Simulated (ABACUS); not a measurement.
**NaLaMnMoO6 in ABACUS: the effect of target pressure**

The system is NaLaMnMoO6.

```
La Mo Mn Na O
1.0
     5.55735    0.00000    0.00053
     0.00000    5.59794    0.00000
    -0.06290    0.00000    8.02462
La Mo Mn Na O
2 2 2 2 12
Direct
  0.25715 0.95896 0.99937
  0.74285 0.45896 0.00063
  0.75559 0.99666 0.27090
  0.24441 0.49666 0.72910
  0.24767 0.48762 0.25607
  0.75233 0.98762 0.74393
  0.75008 0.51572 0.49924
  0.24992 0.01572 0.50076
  0.67335 0.97830 0.49061
  0.03402 0.81017 0.27726
  0.93353 0.28910 0.28026
  0.47817 0.20966 0.19922
  0.54435 0.73563 0.20079
  0.82956 0.01818 0.00392
  0.32665 0.47830 0.50939
  0.96598 0.31017 0.72274
  0.06647 0.78910 0.71974
  0.52183 0.70966 0.80078
  0.45565 0.23563 0.79921
  0.17044 0.51818 0.99608
```

The cell was built by a generator and needn't be a form met in nature.

Alike in all runs:

```yaml
Program: ABACUS 3.10.1
Task: relaxation of cell and atoms
Functional: PBE
Potentials_or_basis: PseudoDojo NC SR 0.4.1 PBE standard
Cutoff: 1510 eV
Density_cutoff: 6041 eV
Basis: DZP LCAO (the cutoffs set its grid)
k_mesh: 4 × 4 × 3
Occupations: fermi-dirac, width 0.05 eV
Spin: collinear spin, ferromagnetic start
Starting_moments: "[0.0, 0.0, 1.0, 1.0, 4.0, 4.0, 0.0, 0.0, 0.0, 0.0, 0.0, 0.0, 0.0, 0.0, 0.0, 0.0, 0.0, 0.0, 0.0, 0.0] μB"
```

Each run relaxes the cell or the atoms first.

```tsv
target pressure	relaxed volume (Å³/atom)	moment (μB)
0 GPa	12.53	9.98
5 GPa	?	?
10 GPa	11.55	9.42
```

Task: What does the run with target pressure 5 GPa give?

Result: Relaxed volume 12.00 Å³/atom; moment 9.86 μB.

Caveats: the atomic orbitals were generated for these runs and aren't a published set; the basis of atomic orbitals isn't converged, which shifts pressures, moduli and gaps; only a ferromagnetic start was run, and an antiferromagnetic order may lie lower in energy.
